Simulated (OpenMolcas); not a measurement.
# Ir⁴⁺ among point charges: CASSCF and CASPT2 levels and susceptibility

Aim: the splitting of the states of Ir⁴⁺ in the field of 3 point charges, its lowest levels with spin-orbit coupling and its magnetic susceptibility.

Method: state-averaged CASSCF and CASPT2, spin-orbit coupling by RASSI with atomic mean-field integrals. Code: OpenMolcas 26.06.

**1. What is computed**

- Species: Ir⁴⁺ (iridium, Z = 77, 73 electrons)
- Basis: ANO-RCC-VDZP [7s6p4d2f], 59 functions
- Scalar Hamiltonian: DKH2, point nucleus
- Inactive shells: 1s 2s 2p 3s 3p 3d 4s 4p 4d 4f 5s 5p
- Active space: 5 electrons in 5 orbitals (5d)
- Some configurations of this space: 5d⁵
- Orbitals: optimised for each spin and parity, averaged over all roots

The outer shells:

5d5
```
5d [↑ ][↑ ][↑ ][↑ ][↑ ]
```

The ion sits among 3 point charges of -1.5 e arranged as a planar triangle (D3h), 2.2 Å from the ion.

The work runs as a chain of OpenMolcas steps in one folder; each step below is one input file. Labels, J, g values, rates, χT and fits are worked out afterwards by a script from the matrices that RASSI stores.

**2. Basis and integrals**

File a.inp:

```
&GATEWAY
Coord
1

Ir 0.0 0.0 0.0
Basis=ANO-RCC-VDZP
Group=NoSym
NoMove
AngMom=0.0 0.0 0.0
AMFI
XField
3 Angstrom 0
2.200000 0.000000 0.000000 -1.500000
-1.100000 1.905256 0.000000 -1.500000
-1.100000 -1.905256 0.000000 -1.500000
&SEWARD
```

Started as:

```bash
$ OMP_NUM_THREADS=1 MOLCAS_MEM=1689 MOLCAS_PROJECT=a pymolcas a.inp > a.log
```

**3. Reference wave functions, sextets, 1 root**

File a.inp:

```
&RASSCF
FileOrb=start.orb
Symmetry=1
Spin=6
nActEl=5 0 0
Inactive=34
Ras2=5
CIRoot=1 1 1
SDav=1
CIMx=300
Iter=120 100
PrWF=0.3
OrbListing=Nothing
MaxOrb=0
>>> COPY $Project.JobIph JOB001
```

start.orb holds the contracted functions of the basis, ordered by shell, or the orbitals of the step before.

**4. CASSCF: quartets, 24 roots**

File a.inp:

```
&RASSCF
FileOrb=start.orb
Symmetry=1
Spin=4
nActEl=5 0 0
Inactive=34
Ras2=5
CIRoot=24 24 1
SDav=24
CIMx=300
Iter=120 100
PrWF=0.3
OrbListing=Nothing
MaxOrb=0
>>> COPY $Project.JobIph JOB002
```

**5. CASSCF: doublets, 75 roots**

File a.inp:

```
&RASSCF
FileOrb=start.orb
Symmetry=1
Spin=2
nActEl=5 0 0
Inactive=34
Ras2=5
CIRoot=75 75 1
SDav=75
CIMx=300
Iter=120 100
PrWF=0.3
OrbListing=Nothing
MaxOrb=0
>>> COPY $Project.JobIph JOB003
```

**6. State interaction with spin-orbit coupling**

File a.inp:

```
&RASSI
NrOfJobIphs=3 1 24 75
1
1 2 3 4 5 6 7 8 9 10 11 12 13 14 15 16 17 18 19 20 21 22 23 24
1 2 3 4 5 6 7 8 9 10 11 12 13 14 15 16 17 18 19 20 21 22 23 24 25 26 27
28 29 30 31 32 33 34 35 36 37 38 39 40 41 42 43 44 45 46 47 48 49 50 51
52 53 54 55 56 57 58 59 60 61 62 63 64 65 66 67 68 69 70 71 72 73 74 75
IphNames
JOB001
JOB002
JOB003
EJob
SpinOrbit
DIPRint=1.0
SOCoupling=1000.0
Subsets=2
Property=9
'ANGMOM' 1 'ANGMOM' 2 'ANGMOM' 3 'MLTPL  1' 1 'MLTPL  1' 2 'MLTPL  1' 3
'AMFI' 1 'AMFI' 2 'AMFI' 3
SOProperty=3
'ANGMOM' 1 'ANGMOM' 2 'ANGMOM' 3
```

**7. CASPT2: IPEA 0.25, imaginary shift 0.1 (closed shells correlated: 4f 5s 5p)**

File a.inp:

```
>>> COPY JOB001 $Project.JobIph
&CASPT2
Multistate=1 1
Frozen=23
IPEA=0.25
Imaginary=0.1
MaxIter=60
WThr=0.0 0.3 0.05
PrWF=0.5
NoMix
>>> COPY JOB002 $Project.JobIph
&CASPT2
Multistate=24 1 2 3 4 5 6 7 8 9 10 11 12 13 14 15 16 17 18 19 20 21 22
23 24
NoMult
Frozen=23
IPEA=0.25
Imaginary=0.1
MaxIter=60
WThr=0.0 0.3 0.05
PrWF=0.5
NoMix
>>> COPY JOB003 $Project.JobIph
&CASPT2
Multistate=75 1 2 3 4 5 6 7 8 9 10 11 12 13 14 15 16 17 18 19 20 21 22
23 24 25 26 27 28 29 30 31 32 33 34 35 36 37 38 39 40 41 42 43 44 45 46
47 48 49 50 51 52 53 54 55 56 57 58 59 60 61 62 63 64 65 66 67 68 69 70
71 72 73 74 75
NoMult
Frozen=23
IPEA=0.25
Imaginary=0.1
MaxIter=60
WThr=0.0 0.3 0.05
PrWF=0.5
NoMix
```

(Steps that only read results are left out.)

**Question.** What will these runs give? Wanted: spin-free ground state; lowest level; next level.

**Answer**, as computed:

```
                 quantity                                                                           value
                   method  SS-CASPT2, IPEA 0.25, imaginary shift 0.1 (closed shells correlated: 4f 5s 5p)
   spin-free ground state                                                 6A1, 1-fold in its orbital part
             lowest level                                               2-fold E1/2, g = 1.92, 5.75, 5.75
               next level                                                                      214.5 cm⁻¹
              χT at 300 K                                                                  3.83 cm³ K/mol
effective moment at 300 K                                                                         5.53 μB
```

Cost by method:

| method | time of its own steps | time with the reference |
| --- | --- | --- |
| A. CASSCF | 23 s | 23 s |
| B. SS-CASPT2, IPEA 0.25, imaginary shift 0.1, +4f 5s 5p | 20 s | 43 s |

Times are of one thread on a shared host.

**Reading.** The spin-free ground state (6A1) comes to 100 % from free-ion S terms and keeps the highest spin of the shell. χT at 300 K is 3.83, against 4.39 cm³ K/mol for the spin alone, so spin-orbit coupling lowers it. An active space of the d shell alone favours high spin; real ions in strong fields can be low spin. CASPT2 does not keep the components of a term degenerate, and the means are used. The field of point charges can differ much from that of real complexes. With metal d orbitals alone active, the gaps between spin states are rough; where two lie within a few thousand cm-1, their order is open. Point charges carry no covalency, so the field is a model and not that of real ligands.
